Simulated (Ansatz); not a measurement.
# C2H5B2NO: the cost of one run

Method: RKS revPBE-D4/STO-3G, in Ansatz 0.2.0.

### 1 Starting point

Bond lengths: C1–C2 1.238 Å, C2–B3 1.560 Å, B3–B4 1.587 Å, B4–N5 1.498 Å, B4–O6 1.526 Å, C1–H7 1.059 Å, B3–H8 1.159 Å, N5–H9 1.097 Å, N5–H10 1.017 Å, O6–H11 0.971 Å. Angles: C1–C2–B3 177.9°, C2–C1–H7 174.3°, C2–B3–B4 118.5°, C2–B3–H8 115.8°, B4–B3–H8 125.7°, B3–B4–N5 126.0°, B3–B4–O6 118.3°, N5–B4–O6 115.7°, B4–N5–H9 106.8°, B4–N5–H10 108.0°, H9–N5–H10 106.9°, B4–O6–H11 106.1°.

Structure file:

```xyz
11

C     2.7504   -0.0039   -0.0968
C     1.5952   -0.4471   -0.1292
B     0.1609   -1.0586   -0.1668
B    -1.0741   -0.1102    0.1393
N    -1.0070    1.3568    0.4353
O    -2.4744   -0.7163    0.1169
H     3.6972    0.4696   -0.0873
H     0.1016   -2.1933   -0.3935
H    -0.3835    1.4709    1.3302
H    -0.5116    1.8092   -0.3294
H    -2.7893   -0.6341   -0.7981
```

### 2 End point A

Input file input.yaml:

```yaml
crystal:
  periodic: [false, false, false]
  atoms:
    - { symbol: C, position_ang: [2.7504, -0.0039, -0.0968] }
    - { symbol: C, position_ang: [1.5952, -0.4471, -0.1292] }
    - { symbol: B, position_ang: [0.1609, -1.0586, -0.1668] }
    - { symbol: B, position_ang: [-1.0741, -0.1102, 0.1393] }
    - { symbol: "N", position_ang: [-1.007, 1.3568, 0.4353] }
    - { symbol: O, position_ang: [-2.4744, -0.7163, 0.1169] }
    - { symbol: H, position_ang: [3.6972, 0.4696, -0.0873] }
    - { symbol: H, position_ang: [0.1016, -2.1933, -0.3935] }
    - { symbol: H, position_ang: [-0.3835, 1.4709, 1.3302] }
    - { symbol: H, position_ang: [-0.5116, 1.8092, -0.3294] }
    - { symbol: H, position_ang: [-2.7893, -0.6341, -0.7981] }
basis:
  gaussian: { orbitals: STO-3G }
hamiltonian:
  xc: revpbe
  dispersion: d4
relax:
  f_tol: 0.015
  max_steps: 40
output:
  orbitals: {}
```

The run is started by

```console
> ansatz run input.yaml --threads 1 --pin off --max-ram 2048MiB --backend cpu --events-out ev --progress --plain --runs-dir out
```

Q: Estimate wall time and peak memory on 1 thread of Arm Neoverse V2, shared host.

About 40 s, with a peak of 0.14 GiB.
